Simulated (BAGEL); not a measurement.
# One shape, several levels: triplet C2H5PSi

Aim: a comparison of 5 runs (UHF/3-21G, ROHF/6-31G*, UHF/6-31G*, ROHF/cc-pVDZ, UHF/cc-pVDZ) of triplet C2H5PSi. 

Program for the calculation: BAGEL 1.2.2.

## 1. Starting point

C2H5PSi has 9 atoms, charge 0, and is taken as a triplet. As SMILES of the parent species, `[SiH3]C1=CP1`. The coordinates come from a GFN2-xTB relaxation. That shape belongs to the parent species and isn't relaxed for this state.

Bond lengths: Si1–C2 1.867 Å, C2–C3 1.309 Å, C2–P4 1.871 Å, C3–P4 1.828 Å, Si1–H5 1.464 Å, Si1–H6 1.463 Å, Si1–H7 1.462 Å, C3–H8 1.067 Å, P4–H9 1.422 Å. Some angles: Si1–C2–C3 148.9°, Si1–C2–P4 143.6°, C3–C2–P4 67.5°, C2–C3–P4 71.1°, C2–P4–C3 41.4°, C2–Si1–H5 107.7°, C2–Si1–H6 107.4°, C2–Si1–H7 107.9°, C2–C3–H8 145.7°, P4–C3–H8 143.2°.

## 2. The energy at UHF/3-21G (density fitting with qzvpp-jkfit) (run 1)

File hf.json:

```json
{ "bagel" : [

{
  "title" : "molecule",
  "basis" : "3-21g",
  "df_basis" : "qzvpp-jkfit",
  "angstrom" : "true",
  "geometry" : [
    { "atom" : "Si", "xyz" : [      -0.082330,       1.204430,      -0.958740 ] },
    { "atom" : "C", "xyz" : [       0.188920,      -0.282160,       0.137910 ] },
    { "atom" : "C", "xyz" : [       0.138450,      -1.580360,       0.298580 ] },
    { "atom" : "P", "xyz" : [       0.766930,      -0.816020,       1.835730 ] },
    { "atom" : "H", "xyz" : [      -0.615400,       0.723730,      -2.234730 ] },
    { "atom" : "H", "xyz" : [      -1.043300,       2.077400,      -0.283250 ] },
    { "atom" : "H", "xyz" : [       1.205470,       1.873880,      -1.134770 ] },
    { "atom" : "H", "xyz" : [      -0.077210,      -2.517940,      -0.163490 ] },
    { "atom" : "H", "xyz" : [      -0.481530,      -0.682960,       2.502770 ] }
  ]
},

{
  "title" : "uhf",
  "nopen" : 2
},

{
  "title" : "print",
  "file" : "orbitals.molden",
  "orbitals" : "true"
}

]}
```

On the command line:

```console
$ BAGEL_NUM_THREADS=1 BAGEL hf.json > hf.out
```

Log:

```text
* using 1 threads per process

  ===============================================================
  ===============================================================

  *** Geometry ***

  { "atom" : "Si", "xyz" : [     -0.155581,      2.276043,     -1.811756 ] },
  { "atom" : "C", "xyz" : [      0.357007,     -0.533205,      0.260612 ] },
  { "atom" : "C", "xyz" : [      0.261633,     -2.986448,      0.564234 ] },
[... 5 lines of this table left out ...]
  { "atom" : "H", "xyz" : [     -0.909960,     -1.290607,      4.729550 ] },

  Number of auxiliary basis functions:      496

  Since a DF basis is specified, we compute 2- and 3-index integrals:
    o Being stored without compression. Storage requirement is 0.012 GB

  Number of basis functions:       54
  Number of electrons      :       46

    * METHOD: MOLECULE                             0.18

  *** Open-shell HF ***

  === Nuclear Repulsion ===
   183.3534473122

      * DIIS with orbital gradients will be used.

  === UHF iteration (3-21g) ===
      0       -704.25921441          0.03178151           0.09
      1       -704.33157233          0.01860809           0.09
      2       -704.35323196          0.01416026           0.09
[... 22 lines of this table left out ...]
     25       -704.38082164          0.00000000           0.09
    * SCF iteration converged.

    * S^2 (UHF) is 2.0606

    * Permanent dipole moment:
           (    0.394217,     0.067974,     0.171267) a.u.

    * METHOD: UHF                                  2.44

    * METHOD: PRINT                                0.00

  ===============================================================
```

It took 2.8 s on 1 thread of Arm Neoverse V2, shared host; peak memory 0.089 GiB.

## 3. A single-point energy at ROHF/6-31G(d) (density fitting with qzvpp-jkfit, spherical functions) (run 2)

File job.json:

```json
{ "bagel": [

{
  "title": "molecule",
  "basis": "6-31gs.json",
  "df_basis": "qzvpp-jkfit",
  "angstrom": "true",
  "geometry": [
    { "atom": "Si", "xyz": [      -0.082330,       1.204430,      -0.958740 ] },
    { "atom": "C", "xyz": [       0.188920,      -0.282160,       0.137910 ] },
    { "atom": "C", "xyz": [       0.138450,      -1.580360,       0.298580 ] },
    { "atom": "P", "xyz": [       0.766930,      -0.816020,       1.835730 ] },
    { "atom": "H", "xyz": [      -0.615400,       0.723730,      -2.234730 ] },
    { "atom": "H", "xyz": [      -1.043300,       2.077400,      -0.283250 ] },
    { "atom": "H", "xyz": [       1.205470,       1.873880,      -1.134770 ] },
    { "atom": "H", "xyz": [      -0.077210,      -2.517940,      -0.163490 ] },
    { "atom": "H", "xyz": [      -0.481530,      -0.682960,       2.502770 ] }
  ]
},

{
  "title": "rohf",
  "nopen": 2
},

{
  "title": "print",
  "file": "orbitals.molden",
  "orbitals": "true"
}

]}
```

The basis set 6-31G* is read from a file made from the Basis Set Exchange's data (not shown).

On the command line:

```console
$ BAGEL_NUM_THREADS=1 BAGEL job.json > job.out
```

Log:

```text
* using 1 threads per process

  ===============================================================
  ===============================================================

  *** Geometry ***

  { "atom" : "Si", "xyz" : [     -0.155581,      2.276043,     -1.811756 ] },
  { "atom" : "C", "xyz" : [      0.357007,     -0.533205,      0.260612 ] },
  { "atom" : "C", "xyz" : [      0.261633,     -2.986448,      0.564234 ] },
[... 5 lines of this table left out ...]
  { "atom" : "H", "xyz" : [     -0.909960,     -1.290607,      4.729550 ] },

  Number of auxiliary basis functions:      496

  Since a DF basis is specified, we compute 2- and 3-index integrals:
    o Being stored without compression. Storage requirement is 0.022 GB

  Number of basis functions:       74
  Number of electrons      :       46

    * METHOD: MOLECULE                             0.24

  *** Open-shell HF ***

  === Nuclear Repulsion ===
   183.3534473122

      * DIIS with orbital gradients will be used.

  === ROHF iteration (6-31gs.json) ===
      0       -707.90834071          0.03077312           0.13
      1       -707.98769671          0.02315965           0.13
      2       -708.01515192          0.01812197           0.13
[... 23 lines of this table left out ...]
     26       -708.06778623          0.00000001           0.13
    * SCF iteration converged.

    * S^2 (ROHF) is 2.0000

    * Permanent dipole moment:
           (    0.317718,     0.110304,     0.160957) a.u.

    * METHOD: ROHF                                 3.75

    * METHOD: PRINT                                0.01

  ===============================================================
```

Wall time 4.2 s (1 thread of Arm Neoverse V2, shared host); peak memory 0.11 GiB.

Run 3 isn't shown in full; the table further down has it.

## 4. The energy at ROHF/cc-pVDZ (density fitting with qzvpp-jkfit) (run 4)

File input.json:

```json
{ "bagel": [

{
  "title": "molecule",
  "basis": "cc-pvdz.json",
  "df_basis": "qzvpp-jkfit",
  "angstrom": true,
  "geometry": [
    { "atom": "Si", "xyz": [      -0.082330,       1.204430,      -0.958740 ] },
    { "atom": "C", "xyz": [       0.188920,      -0.282160,       0.137910 ] },
    { "atom": "C", "xyz": [       0.138450,      -1.580360,       0.298580 ] },
    { "atom": "P", "xyz": [       0.766930,      -0.816020,       1.835730 ] },
    { "atom": "H", "xyz": [      -0.615400,       0.723730,      -2.234730 ] },
    { "atom": "H", "xyz": [      -1.043300,       2.077400,      -0.283250 ] },
    { "atom": "H", "xyz": [       1.205470,       1.873880,      -1.134770 ] },
    { "atom": "H", "xyz": [      -0.077210,      -2.517940,      -0.163490 ] },
    { "atom": "H", "xyz": [      -0.481530,      -0.682960,       2.502770 ] }
  ]
},

{ "title": "rohf", "charge": 0, "nopen": 2 },

{ "title": "print", "file": "orbitals.molden", "orbitals": true }

]}
```

The basis set cc-pVDZ is read from a file made from the Basis Set Exchange's data (not shown).

On the command line:

```console
$ BAGEL_NUM_THREADS=1 BAGEL input.json > input.out
```

Log:

```text
* using 1 threads per process

  ===============================================================
  ===============================================================

  *** Geometry ***

  { "atom" : "Si", "xyz" : [     -0.155581,      2.276043,     -1.811756 ] },
  { "atom" : "C", "xyz" : [      0.357007,     -0.533205,      0.260612 ] },
  { "atom" : "C", "xyz" : [      0.261633,     -2.986448,      0.564234 ] },
[... 5 lines of this table left out ...]
  { "atom" : "H", "xyz" : [     -0.909960,     -1.290607,      4.729550 ] },

  Number of auxiliary basis functions:      496

  Since a DF basis is specified, we compute 2- and 3-index integrals:
    o Being stored without compression. Storage requirement is 0.031 GB

  Number of basis functions:       89
  Number of electrons      :       46

    * METHOD: MOLECULE                             0.24

  *** Open-shell HF ***

  === Nuclear Repulsion ===
   183.3534473122

      * DIIS with orbital gradients will be used.

  === ROHF iteration (cc-pvdz.json) ===
      0       -707.83691564          0.03278984           0.17
      1       -707.93855096          0.03057392           0.16
      2       -707.98099701          0.02543147           0.16
[... 23 lines of this table left out ...]
     26       -708.10899841          0.00000001           0.16
    * SCF iteration converged.

    * S^2 (ROHF) is 2.0000

    * Permanent dipole moment:
           (    0.285687,     0.116202,     0.101039) a.u.

    * METHOD: ROHF                                 4.64

    * METHOD: PRINT                                0.01

  ===============================================================
```

It took 5.1 s on 1 thread of Arm Neoverse V2, shared host; peak memory 0.13 GiB.

## 5. The energy at UHF/cc-pVDZ (density fitting with qzvpp-jkfit) (run 5)

File calc.json:

```json
{ "bagel" : [

{
  "title" : "molecule",
  "basis" : "cc-pvdz.json",
  "df_basis" : "qzvpp-jkfit",
  "angstrom" : true,
  "geometry" : [
    { "atom" : "Si", "xyz" : [      -0.082330,       1.204430,      -0.958740 ] },
    { "atom" : "C", "xyz" : [       0.188920,      -0.282160,       0.137910 ] },
    { "atom" : "C", "xyz" : [       0.138450,      -1.580360,       0.298580 ] },
    { "atom" : "P", "xyz" : [       0.766930,      -0.816020,       1.835730 ] },
    { "atom" : "H", "xyz" : [      -0.615400,       0.723730,      -2.234730 ] },
    { "atom" : "H", "xyz" : [      -1.043300,       2.077400,      -0.283250 ] },
    { "atom" : "H", "xyz" : [       1.205470,       1.873880,      -1.134770 ] },
    { "atom" : "H", "xyz" : [      -0.077210,      -2.517940,      -0.163490 ] },
    { "atom" : "H", "xyz" : [      -0.481530,      -0.682960,       2.502770 ] }
  ]
},

{
  "title" : "uhf",
  "nopen" : 2
},

{
  "title" : "print",
  "file" : "orbitals.molden",
  "orbitals" : true
}

]}
```

The basis set cc-pVDZ is read from a file made from the Basis Set Exchange's data (not shown).

On the command line:

```console
$ BAGEL_NUM_THREADS=1 BAGEL calc.json > calc.out
```

Log:

```text
* using 1 threads per process

  ===============================================================
  ===============================================================

  *** Geometry ***

  { "atom" : "Si", "xyz" : [     -0.155581,      2.276043,     -1.811756 ] },
  { "atom" : "C", "xyz" : [      0.357007,     -0.533205,      0.260612 ] },
  { "atom" : "C", "xyz" : [      0.261633,     -2.986448,      0.564234 ] },
[... 5 lines of this table left out ...]
  { "atom" : "H", "xyz" : [     -0.909960,     -1.290607,      4.729550 ] },

  Number of auxiliary basis functions:      496

  Since a DF basis is specified, we compute 2- and 3-index integrals:
    o Being stored without compression. Storage requirement is 0.031 GB

  Number of basis functions:       89
  Number of electrons      :       46

    * METHOD: MOLECULE                             0.25

  *** Open-shell HF ***

  === Nuclear Repulsion ===
   183.3534473122

      * DIIS with orbital gradients will be used.

  === UHF iteration (cc-pvdz.json) ===
      0       -707.83691564          0.03278984           0.17
      1       -707.95510835          0.02984027           0.16
      2       -708.00667838          0.02388190           0.16
[... 24 lines of this table left out ...]
     27       -708.11905577          0.00000001           0.17
    * SCF iteration converged.

    * S^2 (UHF) is 2.0486

    * Permanent dipole moment:
           (    0.281910,     0.107135,     0.086855) a.u.

    * METHOD: UHF                                  4.80

    * METHOD: PRINT                                0.01

  ===============================================================
```

Wall time 5.4 s (1 thread of Arm Neoverse V2, shared host); peak memory 0.13 GiB.

## 6. All runs side by side

```
run                                                                level  energy (Eh)  dipole moment (D)   ⟨S²⟩  wall time
  1                         UHF/3-21G (density fitting with qzvpp-jkfit)  -704.380822               1.11  2.061      2.8 s
  2  ROHF/6-31G* (density fitting with qzvpp-jkfit, spherical functions)  -708.067786               0.95  2.000      4.2 s
  3   UHF/6-31G* (density fitting with qzvpp-jkfit, spherical functions)  -708.077757               0.93  2.050      4.2 s
  4                      ROHF/cc-pVDZ (density fitting with qzvpp-jkfit)  -708.108998               0.82  2.000      5.1 s
  5                       UHF/cc-pVDZ (density fitting with qzvpp-jkfit)  -708.119056               0.80  2.049      5.4 s
```

## 7. Results

```
            quantity          value
 run 5: total energy  -708.11906 Eh
run 5: dipole moment         0.80 D
         run 5: ⟨S²⟩          2.049
```

What this shows: The dipole moment (its size) runs from 0.80 D (UHF/cc-pVDZ) to 1.11 D (UHF/3-21G). All runs together took 22 s, the longest 5.4 s.
